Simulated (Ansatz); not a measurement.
# CH5BGaNS: a ladder of functionals and wavefunction methods

How much do the methods differ for CH5BGaNS? The plan is to run it at one geometry with functionals of several rungs and with coupled cluster, and see how far each lands from CCSD(T) at the basis-set limit for the atomisation energy.

Computed with Ansatz 0.2.0, Gaussian basis. Level: functionals in def2-TZVPP, the program's frozen cores in correlated methods.

Plan: LDA (SPW92), PBE-D4, revPBE-D4, BLYP-D4, r2SCAN-D4, B97M-V, PBE0-D4, B3LYP-D4, r2SCANh-D4, r2SCAN0-D4, HSE06-D4, BHLYP-D4, CAM-B3LYP-D4, LC-ωPBE, ωB97X-V, ωB97M-V, B2PLYP, PBE-QIDH; CCSD(T)/def2-SVP; CCSD(T)/def2-TZVPP; MP2/def2-QZVPP; extrapolation to the limit; RPA on PBE.

### 1 Structure used throughout

An earlier PBE0-D4 in a triple-zeta def2 set relaxation fixed the geometry.

10 atoms, charge 0, spin multiplicity 1.

Atoms are counted from 1 here; the program's logs count them from 0.

Bond lengths: Ga1–N2 1.851 Å, Ga1–H6 1.556 Å, Ga1–H7 1.561 Å, N2–B3 1.391 Å, N2–H8 1.010 Å, B3–C4 1.531 Å, B3–S5 1.770 Å, C4–S5 1.872 Å, C4–H9 1.087 Å, C4–H10 1.087 Å. Angles: N2–Ga1–H6 116.0°, N2–Ga1–H7 115.8°, H6–Ga1–H7 128.2°, Ga1–N2–B3 124.6°, Ga1–N2–H8 118.6°, B3–N2–H8 116.8°, N2–B3–C4 146.0°, N2–B3–S5 145.3°, C4–B3–S5 68.7°, B3–C4–S5 61.7°, B3–C4–H9 121.4°, B3–C4–H10 121.4°, S5–C4–H9 113.5°, S5–C4–H10 113.5°, H9–C4–H10 113.3°, B3–S5–C4 49.6°.

### 2 LDA

This LDA is Slater exchange with PW92 correlation.

Input file in.yaml:

```yaml
crystal:
  periodic: [false, false, false]
  atoms:
    - {symbol: Ga, position_ang: [-1.861001, 0.880046, -0.183568]}
    - {symbol: N, position_ang: [-0.375287, 0.186133, -1.043177]}
    - {symbol: B, position_ang: [0.736256, -0.343951, -0.396184]}
    - {symbol: C, position_ang: [1.388897, -0.663359, 0.951282]}
    - {symbol: S, position_ang: [2.325503, -1.093099, -0.612079]}
    - {symbol: H, position_ang: [-1.825276, 0.850515, 1.371457]}
    - {symbol: H, position_ang: [-2.991884, 1.420628, -1.113182]}
    - {symbol: H, position_ang: [-0.358082, 0.186021, -2.053065]}
    - {symbol: H, position_ang: [1.868351, 0.109378, 1.546004]}
    - {symbol: H, position_ang: [1.092523, -1.532302, 1.532492]}
basis:
  gaussian: {orbitals: def2-TZVPP}
hamiltonian: {xc: lda}
output: {orbitals: {seedname: orbitals}}
```

The run is started by

```
$ ansatz run in.yaml --threads 2 --pin off --events-out ev --progress --plain --max-ram 32768MiB --backend cpu
```

The runs that follow: PBE-D4 (GGA); revPBE-D4 (GGA); BLYP-D4 (GGA); r2SCAN-D4 (meta-GGA); B97M-V (meta-GGA); B3LYP-D4 (hybrid); r2SCANh-D4 (hybrid); r2SCAN0-D4 (hybrid); HSE06-D4 (hybrid); BHLYP-D4 (hybrid); CAM-B3LYP-D4 (range-separated); LC-ωPBE (range-separated); ωB97X-V (range-separated); ωB97M-V (range-separated); B2PLYP (double hybrid); PBE-QIDH (double hybrid); CCSD(T) in def2-SVP; CCSD(T) in def2-TZVPP; MP2 in def2-QZVPP; RPA on PBE orbitals.

**Question.** What will the summary of the whole plan be? Wanted: atomisation energy, CCSD(T)/CBS; farthest beyond LDA; mean size of error, GGA; mean size of error, meta-GGA; mean size of error, hybrid; mean size of error, range-separated; mean size of error, double hybrid; gap, smallest and largest; T1 diagnostic.

The runs gave:

| quantity | value |
| --- | --- |
| atomisation energy, CCSD(T)/CBS | 3488.6 kJ/mol |
| functionals within 34.9 kJ/mol (1.0 %) | revPBE-D4, BLYP-D4, PBE0-D4, B3LYP-D4, r2SCANh-D4, r2SCAN0-D4, CAM-B3LYP-D4, LC-ωPBE, ωB97X-V, ωB97M-V, B2PLYP, PBE-QIDH |
| farthest beyond LDA | PBE-D4 (+96.8 kJ/mol) |
| mean size of error, GGA | 34.7 kJ/mol |
| mean size of error, meta-GGA | 46.8 kJ/mol |
| mean size of error, hybrid | 33.8 kJ/mol |
| mean size of error, range-separated | 22.2 kJ/mol |
| mean size of error, double hybrid | 19.2 kJ/mol |
| gap, smallest and largest | 3.23 eV (LDA (SPW92)), 9.96 eV (LC-ωPBE) |
| T1 diagnostic | 0.0140 |
| triples share of the correlation energy | 4.5 % |

In words: The LDA atomisation energy is off by 550.2 kJ/mol (16 %): it overbinds. PBE-D4 misses by +96.8 kJ/mol. Double hybrids carry the basis error of their MP2 part in triple zeta, and no dispersion term here, so their miss is partly the set-up's. The rungs double hybrid, range-separated, hybrid, GGA miss on average by less than the doubt on the reference (34.9 kJ/mol), so they tie. The reference freezes the cores and leaves out relativity and excitations past (T), and its outer-core shells are covered unevenly, so misses under about 34.9 kJ/mol can't be ranked. Hartree-Fock recovers 71 % of the binding; the rest is correlation. CCSD(T) in def2-SVP is off by -194.1 kJ/mol, more than most functionals: a good method in a small basis is no reference. The gap grows from 3.2 to 10.0 eV across the functionals, mostly with the share of exact exchange. Correlated methods include outer-core shells of Ga, which these sets cover unevenly.
